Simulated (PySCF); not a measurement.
# RhSCl: relaxation and vibrations of the quintet

The task is one start of a wider search on RhSCl: the quintet, from a bent start. It is relaxed, tested by its Hessian and followed downhill if it is a saddle.

Computed with PySCF 2.14.0. Level: PBE, basis Rh def2-SVP with ECP28, S def2-SVP, Cl def2-SVP, scalar-relativistic core potentials, no spin–orbit coupling, density fitting.

## Step 1: The starting structure

3 atoms, charge 0, spin multiplicity 5.

Bond lengths: Rh1–S2 2.040 Å, Rh1–Cl3 2.240 Å. Angles: S2–Rh1–Cl3 110.0°.

Z-matrix (Å, degrees; charge 0 multiplicity 5):
```
Rh
S  1 2.0400
Cl 1 2.2400 2 110.00
```

## Step 2: Finding the electronic state

One driver script runs all steps and calls PySCF; scf.py shows how it sets up the SCF of each step. The optimiser is the driver's own. After this first run the driver tries any further starts and a stability analysis.

Input file scf.py:

```python
from pyscf import gto, scf, dft
mol = gto.M(atom='''
Rh     0.000000     0.000000     0.000000
S     -1.671100     0.000000     1.170100
Cl     1.834900     0.000000     1.284800''',
    basis={'Rh': 'def2-SVP', 'S': 'def2-SVP', 'Cl': 'def2-SVP'},
    ecp={'Rh': 'def2-SVP'},
    charge=0, spin=4)
mf = dft.UKS(mol, xc='PBE')
mf.grids.atom_grid = (50, 194)
aux = {'Rh': 'def2-universal-JKFIT', 'S': 'def2-universal-JKFIT', 'Cl': 'def2-universal-JKFIT'}
mf = mf.density_fit(auxbasis=aux)
mf.conv_tol = 1e-08
mf.diis_space = 10
mf.max_cycle = 60
mf.init_guess = 'minao'
mf.verbose = 4
mf.kernel()
```

Command:

```bash
$ OMP_NUM_THREADS=2 python axn.py task.json out
```

After this run come: Relaxing the quintet from the bent start; Vibrations and properties at this point.

Before running it: what results should come out? Wanted: minimum; geometry; wavenumbers; dipole moment; highest occupied, lowest empty level; polar-tensor charge of Rh1; zero-point energy; atomisation energy; ⟨S²⟩.

The runs gave:

```
                                          quantity                                        value
                                           minimum                                  quintet, Cs
                                          geometry  Rh–Cl 2.290 Å, Rh–S 2.152 Å; Cl–Rh–S 147.7°
                                wavenumbers (cm⁻¹)                  57 (a'), 348 (a'), 447 (a')
                                     dipole moment                                       1.57 D
highest occupied, lowest empty level (either spin)                              -6.13, -6.13 eV
                        polar-tensor charge of Rh1                                      +0.64 e
                                 zero-point energy                                   5.1 kJ/mol
                               entropy at 298.15 K                              321.3 J/(mol K)
         atomisation energy (no zero-point energy)                                   708 kJ/mol
                                              ⟨S²⟩                                        6.004
```

In words: The molecule stays Cs, as typed, and the end point is a minimum. In the infrared the band at 348 cm⁻¹ (a', stretch) leads. Most of the spin sits on Rh1 (Mulliken spin 2.34, against 4 for the whole molecule). Only this shape and spin were tried, so other structures or states may lie lower. Open d and f shells are described by one determinant, and the ground state may have another occupation or spin.
